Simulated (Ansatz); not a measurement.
# CH4BGa: taking an electron away

How much energy removes an electron from CH4BGa at fixed geometry? The cation is run at each level and the neutral's energy taken from earlier runs.

Computed with Ansatz 0.2.0, Gaussian basis. Level: unrestricted cation, the program's frozen cores in correlated methods.

Plan: UKS PBE-D4/def2-TZVPP; UKS r2SCAN-D4/def2-TZVPP; UKS PBE0-D4/def2-TZVPP; UKS B3LYP-D4/def2-TZVPP; UKS wB97X-V/def2-TZVPP; UKS wB97M-V/def2-TZVPP; UKS B2PLYP/def2-TZVPP; UHF-CCSD(T)/def2-TZVPP; UHF-MP2/def2-QZVPP; extrapolation to the limit; then −ε(HOMO) from the neutral's earlier runs with LDA (SPW92), PBE-D4, revPBE-D4, BLYP-D4, r2SCAN-D4, B97M-V, PBE0-D4, B3LYP-D4, r2SCANh-D4, r2SCAN0-D4, HSE06-D4, BHLYP-D4, CAM-B3LYP-D4, LC-ωPBE, ωB97X-V, ωB97M-V.

### 1 The geometry

An earlier PBE0-D4 in a triple-zeta def2 set relaxation fixed the geometry.

7 atoms, charge 0, spin multiplicity 1.

Atoms are counted from 1 here; the program's logs count them from 0.

Bond lengths: B1–C2 1.496 Å, B1–H4 1.202 Å, B1–H7 1.202 Å, C2–Ga3 2.099 Å, C2–H5 1.097 Å, C2–H6 1.097 Å. Angles: C2–B1–H4 120.9°, C2–B1–H7 120.9°, H4–B1–H7 118.1°, B1–C2–Ga3 108.3°, B1–C2–H5 119.1°, B1–C2–H6 119.1°, Ga3–C2–H5 96.6°, Ga3–C2–H6 96.6°, H5–C2–H6 111.6°.

### 2 Cation, UKS PBE-D4/def2-TZVPP

in.yaml reads:

```yaml
crystal:
  periodic: [false, false, false]
  atoms:
    - {symbol: B, position_ang: [-0.645779, -0.425678, -0.553909]}
    - {symbol: C, position_ang: [0.171649, 0.487555, 0.304691]}
    - {symbol: Ga, position_ang: [1.936691, -0.515015, 0.836918]}
    - {symbol: H, position_ang: [-1.411669, -1.211850, -0.063169]}
    - {symbol: H, position_ang: [-0.164611, 0.702185, 1.327037]}
    - {symbol: H, position_ang: [0.655340, 1.359822, -0.153051]}
    - {symbol: H, position_ang: [-0.480421, -0.465019, -1.744117]}
basis:
  gaussian: {orbitals: def2-TZVPP}
total_charge: 1
magnetization: {spin_polarized: true, initial_magnetization: 1}
hamiltonian: {xc: pbe, dispersion: d4}
```

On the command line:

```
> ansatz run in.yaml --threads 2 --pin off --events-out ev --progress --plain --max-ram 4352MiB
```

The runs that follow: Cation, UKS r2SCAN-D4/def2-TZVPP; Cation, UKS PBE0-D4/def2-TZVPP; Cation, UKS B3LYP-D4/def2-TZVPP; Cation, UKS wB97X-V/def2-TZVPP; Cation, UKS wB97M-V/def2-TZVPP; Cation, UKS B2PLYP (frozen core)/def2-TZVPP; Cation, UHF-CCSD(T)/def2-TZVPP; Cation, UHF-MP2/def2-QZVPP.

Q: Predict the results of all the runs planned. Wanted: ionisation energy, CCSD(T)/CBS; nearest functional by difference; nearest −ε(HOMO); −ε(HOMO) of PBE; T1 of the cation.

As calculated:

| quantity | value |
| --- | --- |
| ionisation energy, CCSD(T)/CBS | 8.47 eV |
| nearest functional by difference | B3LYP-D4 (-0.10 eV) |
| nearest −ε(HOMO) | ωB97X-V (-0.16 eV) |
| −ε(HOMO) of PBE | 5.40 eV |
| T1 of the cation | 0.015 |

In words: Energy differences with functionals land within 0.21 eV of the reference. −ε(HOMO) of PBE misses by 3.1 eV, since self-interaction lifts the level. Among orbital estimates ωB97X-V comes nearest. Hartree-Fock falls 1.40 eV short, as the neutral has more correlation energy than the cation. Correlated methods include outer-core shells of Ga, which these sets cover unevenly. With outer-core shells in play the reference is unsure by up to some tenths of an eV, so close misses can't be ranked.
